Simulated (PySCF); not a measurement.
# ReOI₂: relaxation and vibrations of the quartet

Where does quartet ReOI₂ go from a PBE0 minimum start, is the end point a minimum, and what are its modes, charges and moments?

The runs use PySCF 2.14.0; B3LYP, basis Re def2-SVP with ECP60, O def2-SVP, I def2-SVP with ECP28, scalar-relativistic core potentials, no spin–orbit coupling, density fitting.

## (1) The system as given

4 atoms, charge 0, spin multiplicity 4.

Bond lengths: Re1–O2 1.703 Å, Re1–I3 2.594 Å, Re1–I4 2.594 Å. Angles: O2–Re1–I3 114.5°, O2–Re1–I4 114.5°, I3–Re1–I4 130.9°.

```xyz
4
charge 0 multiplicity 4
Re    0.0000    0.0000    0.5389
O     0.0000    0.0000    2.2420
I     2.3603    0.0000   -0.5381
I    -2.3603    0.0000   -0.5381
```

## (2) Finding the electronic state

The steps below are one call of a driver around PySCF. For each, scf.py gives the equivalent set-up of the SCF; relaxations use the driver's own optimiser. After this first run the driver tries any further starts and a stability analysis.

Input file scf.py:

```python
from pyscf import gto, scf, dft
mol = gto.M(atom='''
Re    -0.000000    -0.000000     0.538900
O     -0.000000    -0.000000     2.242020
I      2.360310    -0.000000    -0.538060
I     -2.360310     0.000000    -0.538060''',
    basis={'Re': 'def2-SVP', 'O': 'def2-SVP', 'I': 'def2-SVP'},
    ecp={'Re': 'def2-SVP', 'I': 'def2-SVP'},
    charge=0, spin=3)
mf = dft.UKS(mol, xc='B3LYP')
mf.grids.atom_grid = (50, 194)
aux = {'Re': 'def2-universal-JKFIT', 'O': 'def2-universal-JKFIT', 'I': 'def2-universal-JKFIT'}
mf = mf.density_fit(auxbasis=aux)
mf.conv_tol = 1e-08
mf.diis_space = 10
mf.max_cycle = 60
mf.init_guess = 'huckel'
mf.verbose = 4
mf.kernel()
```

Run with:

```bash
$ OMP_NUM_THREADS=4 python axn.py task.json out
```

After this run come: Relaxing the quartet from the PBE0 minimum start; Is it a minimum? Harmonic modes.

Before running it: what results should come out? Wanted: minimum; geometry; wavenumbers; dipole moment; highest occupied, lowest empty level; polar-tensor charge of Re1; zero-point energy; atomisation energy; ⟨S²⟩.

The runs gave:

| quantity | value |
| --- | --- |
| minimum | quartet, C2v |
| geometry | Re–I 2.619 Å (×2), Re–O 1.716 Å; I–Re–I 131.0°, I–Re–O 114.5° (×2) |
| wavenumbers (cm⁻¹) | 53 (a1), 53 (b1), 171 (b2), 182 (a1), 255 (b2), 984 (a1) |
| dipole moment | 1.59 D |
| highest occupied, lowest empty level (either spin) | -6.19, -4.19 eV |
| polar-tensor charge of Re1 | +1.21 e |
| zero-point energy | 10.2 kJ/mol |
| entropy at 298.15 K | 389.5 J/(mol K) |
| atomisation energy (no zero-point energy) | 1038 kJ/mol |
| ⟨S²⟩ | 3.766 |

In words: The molecule stays C2v, as typed, and the end point is a minimum. The strongest infrared band lies at 984 cm⁻¹ (a1, stretch). Most of the spin sits on Re1 (Mulliken spin 2.63, against 3 for the whole molecule). Only this shape and spin were tried, so other structures or states may lie lower. Open d and f shells are described by one determinant, and the ground state may have another occupation or spin. With an element this heavy the missing spin–orbit coupling can shift these numbers.
